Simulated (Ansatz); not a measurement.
**AlH₃IN: a rigid scan of the dihedral angle H4–N1–Al2–I3**

Aim: the energy along the dihedral angle H4–N1–Al2–I3, from CCSD(T) and from cheaper methods, relative to the minimum. No other atom is relaxed.

The runs use Ansatz 0.2.0, Gaussian basis; single points in def2-TZVPP.

Levels: PBE-D4, r2SCAN-D4, PBE0-D4, B3LYP-D4, wB97M-V, Hartree-Fock, MP2, CCSD, CCSD(T). The scan takes -169.2, -146.7, -124.2, -101.7, -79.2, -56.7, -34.2, -11.7°.

Cores are frozen in the correlated methods. Filled d shells of the heavier atoms are correlated. Core potentials replace the inner electrons past krypton, and spin-orbit coupling is left out. B3LYP uses VWN-RPA correlation.

28 further runs of the same task are left out: 28 set aside as unsound or not needed.

### Step 1. The system as given

The minimum, relaxed at PBE0-D4: 6 atoms, charge 0, spin multiplicity 1.

Atoms are counted from 1 here; the program's logs count them from 0.

Bond lengths: N1–Al2 1.757 Å, N1–H4 1.007 Å, N1–H5 1.007 Å, Al2–I3 2.475 Å, Al2–H6 1.572 Å. Angles: Al2–N1–H4 124.4°, Al2–N1–H5 124.9°, H4–N1–H5 110.8°, N1–Al2–I3 117.3°, N1–Al2–H6 121.5°, I3–Al2–H6 121.3°.

Coordinates:

```mol
AlH3IN
  3D, bonds by distance, orders not assigned

  6  5  0  0  0  0  0  0  0  0999 V2000
   -0.6226    0.2996   -0.7551 N   0  0
    0.3981    0.0024    0.6438 Al  0  0
    1.5784   -2.1706    0.7446 I   0  0
   -1.1500    1.1447   -0.9049 H   0  0
   -0.7611   -0.3471   -1.5145 H   0  0
    0.5572    1.0710    1.7861 H   0  0
  1  2  8  0
  1  4  8  0
  1  5  8  0
  2  3  8  0
  2  6  8  0
M  END
```

Energies of the minimum (eV), from earlier single points: PBE-D4 -16234.47574, r2SCAN-D4 -16242.03416, PBE0-D4 -16235.96115, B3LYP-D4 -16243.92003, wB97M-V -16238.82754, CCSD(T) -16210.15026.

At the minimum the dihedral angle H4–N1–Al2–I3 is -180.0°.

### Step 2. H4–N1–Al2–I3 = -169.2°

ccsdt-tzvpp/in.yaml reads:

```yaml
crystal:
  periodic: [false, false, false]
  atoms:
    - {symbol: N, position_ang: [-0.622586, 0.299579, -0.755122]}
    - {symbol: Al, position_ang: [0.398054, 0.002446, 0.643756]}
    - {symbol: I, position_ang: [1.889899, -1.970588, 0.559836]}
    - {symbol: H, position_ang: [-1.150040, 1.144678, -0.904922]}
    - {symbol: H, position_ang: [-0.761057, -0.347085, -1.514491]}
    - {symbol: H, position_ang: [0.367405, 0.949126, 1.898756]}
basis:
  gaussian: {orbitals: def2-TZVPP}
correlation: {method: ccsd_t}
```

No record of the launch command was kept for these runs.

The runs that follow: H4–N1–Al2–I3 = -146.7°; H4–N1–Al2–I3 = -124.2°; H4–N1–Al2–I3 = -101.7°; H4–N1–Al2–I3 = -79.2°; H4–N1–Al2–I3 = -56.7°; H4–N1–Al2–I3 = -34.2°; H4–N1–Al2–I3 = -11.7°.

**Question.** What will these runs give? Wanted: highest point, CCSD(T); lowest point, CCSD(T); RMS deviation from CCSD(T); largest T1 diagnostic.

The runs gave:

```
                  quantity                                                                                                                      value
    highest point, CCSD(T)                                                                                                        0.430 eV at -79.2 °
     lowest point, CCSD(T)                                                                                                       0.000 eV at -180.0 °
RMS deviation from CCSD(T)  PBE-D4 0.010, r2SCAN-D4 0.002, PBE0-D4 0.015, B3LYP-D4 0.011, wB97M-V 0.011, Hartree-Fock 0.015, MP2 0.001, CCSD 0.003 eV
     largest T1 diagnostic                                                                                                                      0.009
```

In words: Over the points sampled the torsion costs at most 0.430 eV, a hindered rotation that is fast at room temperature. A rigid scan overstates barriers, since nothing else may give way. MP2 follows the CCSD(T) curve best and PBE0-D4 worst.
